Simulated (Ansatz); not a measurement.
**C₃H₅BO₄: one species, many methods**

The task here is to estimate one member of a computed series from the others.

Computed with Ansatz 0.2.0, Gaussian basis. Level: functionals in def2-TZVPP, the program's frozen cores in correlated methods.

The runs, in order: LDA (SPW92), PBE-D4, revPBE-D4, BLYP-D4, r2SCAN-D4, B97M-V, PBE0-D4, B3LYP-D4, r2SCANh-D4, r2SCAN0-D4, HSE06-D4, BHLYP-D4, CAM-B3LYP-D4, LC-ωPBE, ωB97X-V, ωB97M-V, B2PLYP, PBE-QIDH; CCSD(T)/def2-SVP; MP2/def2-TZVPP; MP2/def2-QZVPP; RPA on PBE.

**The geometry**

An earlier PBE0-D4 in a triple-zeta def2 set relaxation fixed the geometry.

SMILES `O[B-]1(O)OC=CC=[O+]1`, 13 atoms, charge 0, spin multiplicity 1.

Atoms are counted from 1 here; the program's logs count them from 0.

Bond lengths: O1–B2 1.390 Å, O1–H9 0.957 Å, B2–O3 1.390 Å, B2–O4 1.577 Å, B2–O8 1.577 Å, O3–H10 0.957 Å, O4–C5 1.266 Å, C5–C6 1.385 Å, C5–H11 1.092 Å, C6–C7 1.385 Å, C6–H12 1.079 Å, C7–O8 1.266 Å, C7–H13 1.092 Å. Angles: B2–O1–H9 113.8°, O1–B2–O3 113.2°, O1–B2–O4 109.7°, O1–B2–O8 109.7°, O3–B2–O4 109.8°, O3–B2–O8 109.8°, O4–B2–O8 104.3°, B2–O3–H10 113.8°, B2–O4–C5 125.0°, O4–C5–C6 124.2°, O4–C5–H11 115.3°, C6–C5–H11 120.5°, C5–C6–C7 117.2°, C5–C6–H12 121.4°, C7–C6–H12 121.4°, C6–C7–O8 124.2°, C6–C7–H13 120.5°, O8–C7–H13 115.3° and more.

Set-up of the first run:

in.yaml reads:

```yaml
crystal:
  periodic: [false, false, false]
  atoms:
    - {symbol: O, position_ang: [0.765683, 1.055063, 1.955669]}
    - {symbol: B, position_ang: [0.981127, 0.418993, 0.738330]}
    - {symbol: O, position_ang: [2.327134, 0.293395, 0.416917]}
    - {symbol: O, position_ang: [0.229224, 1.196622, -0.408888]}
    - {symbol: C, position_ang: [-0.735016, 0.735814, -1.087763]}
    - {symbol: C, position_ang: [-1.256670, -0.538083, -0.934011]}
    - {symbol: C, position_ang: [-0.666088, -1.354571, 0.016325]}
    - {symbol: O, position_ang: [0.301843, -1.003866, 0.753273]}
    - {symbol: H, position_ang: [-0.158331, 1.148917, 2.184640]}
    - {symbol: H, position_ang: [2.484460, -0.145793, -0.418160]}
    - {symbol: H, position_ang: [-1.149191, 1.418681, -1.833050]}
    - {symbol: H, position_ang: [-2.079833, -0.884880, -1.539202]}
    - {symbol: H, position_ang: [-1.024143, -2.374993, 0.170723]}
basis:
  gaussian: {orbitals: def2-TZVPP}
hamiltonian: {xc: lda}
output: {orbitals: {seedname: orbitals}}
```

Run with:

```
ansatz run in.yaml --threads 4 --pin off --events-out ev --progress --plain --max-ram 11315MiB
```

Among the steps run: LDA; PBE-D4 (GGA); revPBE-D4 (GGA); BLYP-D4 (GGA); r2SCAN-D4 (meta-GGA); B97M-V (meta-GGA); PBE0-D4 (hybrid); B3LYP-D4 (hybrid); r2SCANh-D4 (hybrid); r2SCAN0-D4 (hybrid); HSE06-D4 (hybrid); BHLYP-D4 (hybrid); CAM-B3LYP-D4 (range-separated); LC-ωPBE (range-separated); ωB97X-V (range-separated); ωB97M-V (range-separated); B2PLYP (double hybrid); PBE-QIDH (double hybrid).

One table of the session follows, with a row left open; its other results are not shown here.

It belongs to the step «Frontier levels by functional». 

```
  functional  HOMO (eV)  LUMO (eV)  gap (eV)
 LDA (SPW92)      -6.78      -3.54      3.23
      PBE-D4      -6.56      -3.27      3.29
   revPBE-D4      -6.48      -3.17      3.31
     BLYP-D4      -6.44      -3.16      3.29
   r2SCAN-D4          ?          ?         ?
      B97M-V      -6.90      -3.10      3.80
     PBE0-D4      -7.83      -2.44      5.40
    B3LYP-D4      -7.63      -2.66      4.97
  r2SCANh-D4      -7.34      -2.86      4.47
  r2SCAN0-D4      -8.01      -2.38      5.64
    HSE06-D4      -7.44      -2.82      4.62
    BHLYP-D4      -8.90      -1.43      7.47
CAM-B3LYP-D4      -9.15      -1.36      7.79
     LC-ωPBE     -10.40      -0.23     10.16
     ωB97X-V     -10.07      -0.25      9.82
     ωB97M-V      -9.99      -0.30      9.69
```

**Question.** Estimate the row for r2SCAN-D4.

Worked estimate for «HOMO (eV)». Against the share of exact exchange, r2SCANh-D4 (0.1, -7.34), r2SCAN0-D4 (0.25, -8.01) give a slope of -4.47 per unit share; at 0 the line stands at -6.89.

As computed: HOMO (eV): -6.88; LUMO (eV): -3.18; gap (eV): 3.70. In «HOMO (eV)» the line misses by -0.01.
